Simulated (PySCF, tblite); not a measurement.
**C₂H₁₂Ge₂Si: geometry, infrared bands and NMR shifts**

Wanted: the infrared bands and NMR shifts of C₂H₁₂Ge₂Si (`C[SiH](C)[GeH2][GeH3]`), by calculation.

The runs use tblite 0.8.0 and PySCF 2.14.0, with density-fitted response routines of our own; the level of theory stands in each step. All values are computed, except where a source is named. Atoms count from 0, in the outputs and in this text.

### Step 1. Starting geometry

17 atoms, charge 0, multiplicity 1; geometry from: force field or distance geometry start.

Bonds of the start (Å): C0–Si1 1.86, Si1–C2 1.87, Si1–Ge3 2.31, Ge3–Ge4 2.39, C0–H5 1.12, C0–H6 1.11, C0–H7 1.10, Si1–H8 1.47, C2–H9 1.10, C2–H10 1.10, C2–H11 1.12, Ge3–H12 1.57, Ge3–H13 1.55, Ge4–H14 1.56, Ge4–H15 1.55, Ge4–H16 1.55.

### Step 2. Optimising the geometry with GFN2-xTB

Job settings and geometry (Å):

```
{"job": {"kind": "relax", "xc": "GFN2-xTB", "basis": "xTB"}, "charge": 0, "multiplicity": 1}
C     -1.079000     0.747500    -1.657900
Si    -1.177100    -0.431800    -0.229200
C     -1.545700     0.504600     1.347000
Ge     0.870700    -1.480500     0.005400
Ge     2.541400     0.175600     0.416000
H     -2.069800     1.261800    -1.774400
H     -0.293900     1.505900    -1.471400
H     -0.845000     0.194300    -2.580200
H     -2.215800    -1.440500    -0.462300
H     -0.764500     1.260300     1.527400
H     -1.599200    -0.198100     2.197700
H     -2.537000     1.016600     1.238200
H      0.811700    -2.464100     1.225500
H      1.210400    -2.264400    -1.288000
H      2.573400     1.166800    -0.789000
H      3.922800    -0.502500     0.581300
H      2.189800     0.960400     1.703800
```

On the command line:

```bash
$ OMP_NUM_THREADS=1 python probes_run.py task.json out
```

The driver reads the jobs from task.json and runs them one after another.

**Question.** This job is followed by: GFN2-xTB harmonic vibrations, gas phase; GIAO PBE0/pcSseg-1 NMR shielding, non-relativistic, gas phase. What will the session give for the following? strongest single infrared mode (GFN2-xTB); zero-point energy (GFN2-xTB); 13C shifts against TMS (PBE0/pcSseg-1, means over atoms taken as alike); 1H shifts against TMS (PBE0/pcSseg-1, means over atoms taken as alike); 29Si shifts against TMS (PBE0/pcSseg-1); 73Ge shifts against GeMe4 (PBE0/pcSseg-1); surface potential, 1st and 99th percentile.

As calculated:

| quantity | value |
| --- | --- |
| strongest single infrared mode (GFN2-xTB) | 578 cm⁻¹, 768 km/mol |
| zero-point energy (GFN2-xTB) | 73.7 kcal/mol |
| 13C shifts against TMS (PBE0/pcSseg-1, means over atoms taken as alike) | -3.0 ppm |
| 1H shifts against TMS (PBE0/pcSseg-1, means over atoms taken as alike) | 4.61, 3.23, 3.21, 0.32 ppm |
| 29Si shifts against TMS (PBE0/pcSseg-1) | -34.3 ppm |
| 73Ge shifts against GeMe4 (PBE0/pcSseg-1) | -360, -387 ppm |
| surface potential, 1st and 99th percentile | -0.12 V and 0.88 V |

In words: Relaxing lowered the energy by 0.373 eV in 67 steps; the close pair that moved most is Ge4–H14, from 1.561 to 1.505 Å. The lowest mode is slightly imaginary (14i cm⁻¹), a soft motion within the noise of the Hessian, so the minimum is not strictly shown. The strongest single mode, at 578 cm⁻¹, has its largest shares on H8, H13 and H12 (the list is cut at 3 atoms). Unscaled tight-binding wavenumbers are off by several per cent, some by more. Its intensities can rank the bands wrongly. At PBE0/pcSseg-1: The largest span, 86 ppm, is at Ge4, where the paramagnetic term is -1065 ppm. Spin-orbit coupling is left out, which matters for shieldings and couplings at and beside the heavy atoms.
